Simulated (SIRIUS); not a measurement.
The system is Na.

```
CELL_PARAMETERS angstrom
3.76700 0.00000 0.00000
-1.88350 3.26232 0.00000
0.00000 0.00000 6.15400
ATOMIC_POSITIONS crystal
Na 0.66667 0.33333 0.75000
Na 0.33333 0.66667 0.25000
```

This isn't the form of Na at room conditions, which is bcc.

- Program: SIRIUS 7.12.0
- Task: single point
- Functional: PBEsol
- Potentials or basis: all-electron FP-LAPW
- Cutoff: 158 eV
- Basis: apw+lo standard
- k mesh: 8 × 8 × 5
- Occupations: fermi-dirac, width 0.05 eV
- Spin: no spin polarisation

On this cell: largest force under 0.003 eV/Å; band gap on the k mesh none (metal or under the smearing width).

The same run follows on a disturbed copy (atoms moved at random):

```
Na
1.0
     3.76700    0.00000    0.00000
    -1.88350    3.26232    0.00000
     0.00000    0.00000    6.15400
Na
2
Cartesian
  1.8594 1.0563 4.6149
  -0.0238 2.1484 1.5266
```

**Question.** What changes?

**Answer.** The energy (extrapolated to zero smearing) moves by +0.0 meV/atom; largest force 0.008 eV/Å; band gap on the k mesh none (metal or under the smearing width).

Forces on the atoms (eV/Å):
```
Na   0.000  0.001 -0.008
Na   0.000 -0.001  0.008
```
